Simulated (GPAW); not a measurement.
Hf3Ge:

```
Hf Ge
1.0
    -2.09397    2.09397    4.63807
     2.09397   -2.09397    4.63807
     2.09397    2.09397   -4.63807
Hf Ge
3 1
Cartesian
  0.0000 0.0000 4.6381
  2.0940 0.0000 2.3190
  0.0000 2.0940 2.3190
  0.0000 0.0000 0.0000
```

The cell comes from a database or a generator and needn't be the stable form of this composition.

Base run:

| Property | Result |
| --- | --- |
| Program | GPAW 26.7.0 |
| Functional | PBEsol |
| Potentials or basis | PAW data sets generated in the run's folder for this functional |
| Cutoff | 600 eV |
| Basis | pw |
| k mesh | 6 × 6 × 6 |
| Occupations | fermi-dirac, width 0.05 eV |
| Spin | no spin polarisation |

Its results: pressure -4.2 GPa.

Q: The run is repeated on the same cell with these changes: functional from PBEsol to LDA; potentials or basis from PAW data sets generated in the run's folder for this functional to the program's PAW data sets (release 1.2.1) made for this functional. What comes out?

A: Pressure -8.0 GPa.
